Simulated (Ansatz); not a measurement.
# Cu (fcc type): how the settings move a relaxation

Aim: see which settings change the result for Cu (fcc type), by how much, and at what cost.

Method: reference: DFT, PBE, PAW with Ansatz's default frozen-core files, scalar-relativistic, in Ansatz 0.2.0.

### Step 1. Starting point

Symmetry: Fm-3m, No. 225, cubic system. Conventional cell: a = 3.629 Å, b = 3.629 Å, c = 3.629 Å, α = 90.00°, β = 90.00°, γ = 90.00°. Cu (site symmetry m-3m) is surrounded by 12 Cu at 2.57 Å.

As a file:

```cif
data_structure
_symmetry_space_group_name_H-M 'P 1'
_symmetry_Int_Tables_number 1
_cell_length_a 2.5662
_cell_length_b 2.5662
_cell_length_c 2.5662
_cell_angle_alpha 60.000
_cell_angle_beta 60.000
_cell_angle_gamma 60.000
_cell_volume 11.95
loop_
_atom_site_label
_atom_site_type_symbol
_atom_site_fract_x
_atom_site_fract_y
_atom_site_fract_z
_atom_site_occupancy
Cu1 Cu 0.00000 0.00000 0.00000 1
```

### Step 2. Baseline

input.yaml reads:

```yaml
crystal:
  lattice:
    - [0.0, 1.8145933008, 1.8145933008]
    - [1.8145933008, 0.0, 1.8145933008]
    - [1.8145933008, 1.8145933008, 0.0]
  atoms:
    - { symbol: Cu, position: [0.0, 0.0, 0.0] }
kpoints:
  mp_grid: { grid: [20, 20, 20] }
scf:
  occupations: { method: fermi_dirac, width: 0.05 }
hamiltonian:
  xc: pbe
  pseudopotentials: { kind: paw }
output:
  forces: true
  stress: true
  write_density: true
  write_potential: true
  elf: true
  volumetric_format: npy
relax:
  f_tol: 0.005
  max_steps: 40
  cell: {}
```

The run is started by

```sh
$ ansatz run input.yaml --threads 1 --pin off --max-ram 3584MiB --backend cpu --events-out ev --progress --plain --runs-dir out
```

### Step 3. Changed: dispersion d3bj

Changes to input.yaml since step 2:

```diff
@@ -14,2 +14,3 @@
   pseudopotentials: { kind: paw }
+  dispersion: d3bj
 output:
@@ -17,6 +18,2 @@
   stress: true
-  write_density: true
-  write_potential: true
-  elf: true
-  volumetric_format: npy
 relax:
```

**Question.** What will these runs give? Wanted: for each run, ending; energy change; pressure; gap; force.

As calculated:

```
               run     ending                                     energy change  pressure (GPa)  gap (eV)  force (eV/Å)  cycles  time
         reference  converged                                                 0             0.0      0.00          0.00      18   6 s
1: dispersion d3bj  converged  -592.8 meV/atom (offset of the dispersion model)             0.0      0.00          0.00      43  14 s
```

Times don't compare one to one where runs were asked for different outputs or read a saved state (see the inputs); cycles may leave out searches for a lower state.

What this shows: The energy moves by -592.8 meV/atom, nearly all of it the dispersion term itself (-609.9 meV/atom); that offset belongs to the model and is no gain or loss of stability; the final volume goes from 11.95 to 11.31 Å³.
